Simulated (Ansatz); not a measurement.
**C₃H₁₀SeSi: one species, many methods**

One table from this session's results is given with a row withheld; the runs are named, their logs left out.

Method: functionals in def2-TZVPP, the program's frozen cores in correlated methods; program: Ansatz 0.2.0, Gaussian basis.

The runs, in order: PBE-D4, r2SCAN-D4, PBE0-D4, B3LYP-D4, ωB97X-V, ωB97M-V, B2PLYP; CCSD(T)/def2-TZVPP; MP2/def2-QZVPP; extrapolation to the limit.

## Structure used throughout

An earlier PBE0-D4 in a triple-zeta def2 set relaxation fixed the geometry.

SMILES `CC[Se][SiH2]C`, 15 atoms, charge 0, spin multiplicity 1.

Atoms are counted from 1 here; the program's logs count them from 0.

Bond lengths: C1–C2 1.512 Å, C1–H6 1.091 Å, C1–H7 1.092 Å, C1–H8 1.095 Å, C2–Se3 1.969 Å, C2–H9 1.091 Å, C2–H10 1.091 Å, Se3–Si4 2.273 Å, Si4–C5 1.866 Å, Si4–H11 1.490 Å, Si4–H12 1.490 Å, C5–H13 1.092 Å, C5–H14 1.092 Å, C5–H15 1.093 Å. Angles: C2–C1–H6 111.1°, C2–C1–H7 111.5°, C2–C1–H8 110.2°, H6–C1–H7 107.7°, H6–C1–H8 108.2°, H7–C1–H8 107.8°, C1–C2–Se3 113.9°, C1–C2–H9 111.5°, C1–C2–H10 112.1°, Se3–C2–H9 103.9°, Se3–C2–H10 107.3°, H9–C2–H10 107.7°, C2–Se3–Si4 97.8°, Se3–Si4–C5 108.0°, Se3–Si4–H11 108.3°, Se3–Si4–H12 111.5°, C5–Si4–H11 111.7°, C5–Si4–H12 110.2° and more.

Set-up of the first run:

Input file in.yaml:

```yaml
crystal:
  periodic: [false, false, false]
  atoms:
    - {symbol: C, position_ang: [-2.071650, -0.771632, -1.147959]}
    - {symbol: C, position_ang: [-0.679222, -0.667393, -1.727322]}
    - {symbol: Se, position_ang: [0.748370, -1.164706, -0.465054]}
    - {symbol: Si, position_ang: [0.673118, 0.698337, 0.835605]}
    - {symbol: C, position_ang: [2.155320, 0.669036, 1.969230]}
    - {symbol: H, position_ang: [-2.272042, -1.780922, -0.784415]}
    - {symbol: H, position_ang: [-2.210392, -0.083522, -0.311793]}
    - {symbol: H, position_ang: [-2.818103, -0.527516, -1.910630]}
    - {symbol: H, position_ang: [-0.541746, -1.354887, -2.563033]}
    - {symbol: H, position_ang: [-0.458950, 0.338387, -2.086851]}
    - {symbol: H, position_ang: [0.684601, 1.892332, -0.056368]}
    - {symbol: H, position_ang: [-0.583467, 0.757848, 1.633471]}
    - {symbol: H, position_ang: [2.139499, -0.220610, 2.602401]}
    - {symbol: H, position_ang: [3.083317, 0.667005, 1.394541]}
    - {symbol: H, position_ang: [2.151336, 1.548232, 2.618167]}
basis:
  gaussian: {orbitals: def2-TZVPP}
hamiltonian: {xc: pbe, dispersion: d4}
output: {forces: true, orbitals: {seedname: orbitals}}
```

On the command line:

```
$ ansatz run in.yaml --threads 2 --pin off --events-out ev --progress --plain --max-ram 32768MiB --backend cuda --devices 0, --max-vram 18GiB
```

Steps of the session up to this table: PBE-D4 (GGA); r2SCAN-D4 (meta-GGA); PBE0-D4 (hybrid); B3LYP-D4 (hybrid); ωB97X-V (range-separated); ωB97M-V (range-separated); B2PLYP (double hybrid); CCSD(T) in def2-TZVPP; MP2 in def2-QZVPP.

One table of the session follows, with a row left open; its other results are not shown here.

It belongs to the step «Atomisation energies». 

| method | atomisation energy (eV) |
| --- | --- |
| PBE-D4 | 56.151 |
| r2SCAN-D4 | 55.719 |
| PBE0-D4 | 55.697 |
| B3LYP-D4 | 55.596 |
| ωB97X-V | 55.757 |
| ωB97M-V | 55.627 |
| B2PLYP | 54.942 |
| HF/def2-TZVPP | ? |
| MP2/def2-TZVPP | 54.671 |
| CCSD/def2-TZVPP | 53.770 |
| CCSD(T)/def2-TZVPP | 54.414 |
| MP2/CBS | 55.964 |
| CCSD(T)/CBS | 55.707 |

Estimate the missing values for HF/def2-TZVPP.

The run gave: atomisation energy (eV): 41.910. In the column «atomisation energy (eV)» it is the lowest.
